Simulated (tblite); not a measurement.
# CH6O4P2Si: the cost of one run

Programs: tblite 0.8.0 and PySCF 2.14.0. All values are calculated, for the isolated system unless a continuum is named. Atoms count from 0, parts from 1.

### Step 1. Starting point

14 atoms, charge 0, multiplicity 1; geometry: distance geometry start.

### Step 2. Relaxing the cluster with GFN2-xTB

The job: settings as JSON, then the geometry in Å.

```
{"job": {"kind": "relax", "xc": "GFN2-xTB", "basis": "xTB"}, "charge": 0, "multiplicity": 1}
C      0.145695     0.432658     0.543140
P      1.731607    -0.133606     1.275501
Si     3.069063     0.216878    -0.507266
O     -1.026189     0.844678     0.042473
P     -2.164052    -0.251647    -0.246007
O     -1.806579    -1.384738    -1.148810
O     -2.641482    -0.721779     1.211139
O     -3.419382     0.601197    -0.742152
H      2.091469     1.041152     1.956128
H      2.854033     1.586130    -0.992123
H      4.487421     0.044303    -0.053577
H      2.737414    -0.773059    -1.575024
H     -2.036718    -1.423296     1.561024
H     -4.097427    -0.001344    -1.100473
```

Level: GFN2-xTB geometry optimisation, gas phase.

Launch:

```console
OMP_NUM_THREADS=1 python cluster_run.py task.json out
```

One launch serves the whole session: the jobs run in the order shown.

**Question.** How long does this first job take on 1 thread of Arm Neoverse V1, shared host?

About 7.2 s.
